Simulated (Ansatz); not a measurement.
# BH2Br (SMILES BBr) at 6 levels

Aim: a comparison of 6 runs (BLYP/STO-3G, PBE0/STO-3G, wB97X/STO-3G, RPA@PBE/STO-3G, CCSDT/STO-3G, UCCSD(T)/STO-3G) of BH2Br. 

Program for the calculation: Ansatz 0.2.0.

61 further runs of the same task are left out: 2 that didn't finish, 59 set aside as unsound or not needed.

## 1. The molecule

The species is BH2Br (4 atoms), meant as a singlet with charge 0. As SMILES, `BBr`. The H3–B1 distance was set to 2.971 Å, away from the relaxed value. At this shape a bond of the SMILES string is far longer than usual.

Bond lengths: B1–Br2 1.891 Å, B1–H4 1.188 Å. Angles: Br2–B1–H4 117.8°.

## 2. A single-point energy at BLYP/STO-3G (run 1)

File molecule.yaml:

```yaml
crystal:
  periodic: [false, false, false]
  atoms:
    - {symbol: B, position_ang: [1.282077, 0.988468, -0.529808]}
    - {symbol: Br, position_ang: [2.906077, 0.600068, 0.357892]}
    - {symbol: H, position_ang: [-1.111200, -0.617300, 0.191700]}
    - {symbol: H, position_ang: [1.286477, 1.858868, -1.338808]}
basis:
  gaussian:
    orbitals: STO-3G
hamiltonian:
  xc: {name: BLYP}
accuracy: high
```

On the command line:

```
$ ansatz run molecule.yaml --threads 1 --pin off --max-ram 2610MiB --events-out events.jsonl --progress --plain --runs-dir runs
```

Standard output:

```text
Warning: RAYON_NUM_THREADS=1 ignored (pool sized by the plan → 1); use --threads N
Functional definition: BLYP
  name "BLYP"
  parameter beta = 0.0042
  parameter a = 0.04918
  parameter b = 0.132
  parameter c = 0.2533
  parameter d = 0.349
  exchange = b88_x(beta = beta)
  correlation = lyp_c(a = a, b = b, c = c, d = d)
340 factors; integrals over basis functions are off by at most 1.6e-8 eV
mean field evaluation 1: about -69962.8321 eV, gradient 2.3e1 eV
mean field evaluation 2: about -69943.4328 eV, gradient 6.4e1 eV
mean field evaluation 4: about -69961.5637 eV, gradient 2.0e1 eV
mean field evaluation 8: about -69970.3603 eV, gradient 3.3e-4 eV
mean field -69970.36025653 eV, -2571.3633118139 hartree, gradient 2.5e-8 eV, S^2 0.000000; 0 other end points of the search recorded, 0 dependent functions left out
reference -69970.36029352 eV, -2571.3633131733 hartree; 21, 21 occupied and 4, 4 virtual orbitals, 340 factors
Total energy: -69970.36029352 eV, -2571.3633131733 hartree
```

Wall time 1 s (1 thread of Arm Neoverse V2, shared host); peak memory 0.089 GiB.

## 3. A single-point energy at PBE0/STO-3G (run 2)

File run.yaml:

```yaml
crystal:
  periodic: [false, false, false]
  atoms:
    - {symbol: B, position_ang: [1.282077, 0.988468, -0.529808]}
    - {symbol: Br, position_ang: [2.906077, 0.600068, 0.357892]}
    - {symbol: H, position_ang: [-1.111200, -0.617300, 0.191700]}
    - {symbol: H, position_ang: [1.286477, 1.858868, -1.338808]}
basis:
  gaussian: {orbitals: STO-3G}
hamiltonian: {xc: {name: PBE0}}
accuracy: high
```

On the command line:

```
$ ansatz run run.yaml --threads 1 --pin off --max-ram 2610MiB --events-out events.jsonl --progress --plain --runs-dir runs
```

Standard output:

```text
Warning: RAYON_NUM_THREADS=1 ignored (pool sized by the plan → 1); use --threads N
Functional definition: PBE0
  name "PBE0"
  parameter a = 0.25
  parameter kappa = 0.804
  parameter beta = 0.06672455060314922
  exchange = (1 - a)*pbe_x(kappa = kappa, mu = beta*pi^2/3) + a*exact_x
  correlation = pbe_c(beta = beta)
340 factors; integrals over basis functions are off by at most 1.6e-8 eV
mean field evaluation 1: about -69958.8243 eV, gradient 2.4e1 eV
mean field evaluation 2: about -69944.3337 eV, gradient 5.6e1 eV
mean field evaluation 4: about -69961.9288 eV, gradient 2.0e1 eV
mean field evaluation 8: about -69961.8986 eV, gradient 2.0e1 eV
mean field evaluation 16: about -69966.2503 eV, gradient 1.1e-7 eV
mean field -69966.25033568 eV, -2571.2122750083 hartree, gradient 5.1e-9 eV, S^2 0.000000; 0 other end points of the search recorded, 0 dependent functions left out
reference -69966.25033698 eV, -2571.2122750561 hartree; 21, 21 occupied and 4, 4 virtual orbitals, 340 factors
Total energy: -69966.25033698 eV, -2571.2122750561 hartree
```

Run time: 1.1 s. Hardware: 1 thread of Arm Neoverse V2, shared host.

## 4. A single-point energy at wB97X/STO-3G (run 3)

File input.yaml:

```yaml
crystal:
  periodic: [false, false, false]
  atoms:
    - {symbol: B, position_ang: [1.282077, 0.988468, -0.529808]}
    - {symbol: Br, position_ang: [2.906077, 0.600068, 0.357892]}
    - {symbol: H, position_ang: [-1.111200, -0.617300, 0.191700]}
    - {symbol: H, position_ang: [1.286477, 1.858868, -1.338808]}
basis:
  gaussian: {orbitals: STO-3G}
accuracy: high
magnetization: {spin_polarized: false}
hamiltonian: {xc: {name: wB97X}}
```

On the command line:

```
$ ansatz run input.yaml --threads 1 --pin off --max-ram 2610MiB --events-out events.jsonl --progress --plain --runs-dir runs
```

Standard output, cut to the lines that bear on the results:

```text
Warning: RAYON_NUM_THREADS=1 ignored (pool sized by the plan → 1); use --threads N
Functional definition: wB97X
  name "wB97X"
[...]
      + exact_x_lr(omega)
[...]
      + integral(e_c_pw_opposite_spin*poly(b97_u_opposite, 1, cos1, cos2, cos3, cos4))
340 factors; integrals over basis functions are off by at most 1.6e-8 eV
121 factors; integrals over basis functions are off by at most 9.4e-10 eV
[...]
mean field -69974.43738397 eV, -2571.5131434837 hartree, gradient 2.1e-8 eV, S^2 0.000000; 0 other end points of the search recorded, 0 dependent functions left out
reference -69974.43738235 eV, -2571.5131434240 hartree; 21, 21 occupied and 4, 4 virtual orbitals, 340 factors
Total energy: -69974.43738235 eV, -2571.5131434240 hartree
```

Wall time 4.5 s (1 thread of Arm Neoverse V2, shared host); peak memory 0.22 GiB.

Runs 4 to 5 aren't shown in full; the table further down has their settings and results.

## 5. The energy at UCCSD(T)/STO-3G (run 6)

File in.yaml:

```yaml
crystal:
  periodic: [false, false, false]
  atoms:
    - {symbol: B, position_ang: [1.282077, 0.988468, -0.529808]}
    - {symbol: Br, position_ang: [2.906077, 0.600068, 0.357892]}
    - {symbol: H, position_ang: [-1.111200, -0.617300, 0.191700]}
    - {symbol: H, position_ang: [1.286477, 1.858868, -1.338808]}
basis:
  gaussian: {orbitals: STO-3G}
magnetization: {spin_polarized: true, initial_magnetization: 0}
correlation: {method: ccsd_t, frozen_orbitals: {B: 1, Br: 9, H: 0}}
accuracy: high
scf: {omitted_lower_state_checks: [cluster_reference, increment]}
```

On the command line:

```
$ ansatz run in.yaml --threads 1 --pin off --max-ram 2610MiB --events-out events.jsonl --progress --plain --runs-dir runs
```

Standard output:

```text
Warning: RAYON_NUM_THREADS=1 ignored (pool sized by the plan → 1); use --threads N
[... 14 lines left out ...]
10 core orbitals not correlated: weight in the atoms' cores, before any rotation towards them, 1.000 or more for the frozen orbitals, at most 0.000 for the correlated occupied ones
[... 35 lines left out ...]
Total energy: -69935.39559736 eV, -2570.0783842893 hartree
Checks for a lower state left out: cluster_reference, increment
```

It took 0.68 s on 1 thread of Arm Neoverse V2, shared host.

## 6. Overview of the runs

| run | level | frozen core orbitals | energy (Eh) | wall time |
| --- | --- | --- | --- | --- |
| 1 | BLYP/STO-3G | – | -2571.363313 | 1 s |
| 2 | PBE0/STO-3G | – | -2571.212275 | 1.1 s |
| 3 | wB97X/STO-3G | – | -2571.513143 | 4.5 s |
| 4 | RPA@PBE/STO-3G | 10 | -2570.081218 | 1.6 s |
| 5 | CCSDT/STO-3G | 10 | -2570.080629 | 0.48 s |
| 6 | UCCSD(T)/STO-3G | 10 | -2570.078384 | 0.68 s |

## 7. What came out

```
                                           quantity           value
                                run 6: total energy  -2570.07838 Eh
run 6: correlation energy (10 core orbitals frozen)       -49.6 mEh
                              run 6: (T) correction       -2.14 mEh
           run 6: ⟨S²⟩ of the reference determinant           0.988
                               run 6: T1 diagnostic           0.016
```

Totals of different functionals can't be ranked against each other. In runs 4, 5 the log says that unrestricted orbitals would lower the reference, so the values rest on an unstable closed-shell determinant (other closed-shell runs at this shape may share the fault). In runs 1, 2, 3, 4, 5, 6 the basis is minimal, so the values are rough. Spin contamination of the reference: run 6 ⟨S²⟩ = 0.99. Where it is this large, the reference is a mixture of spin states, and values that rest on it are in doubt. All runs together took 9.4 s, the longest 4.5 s.
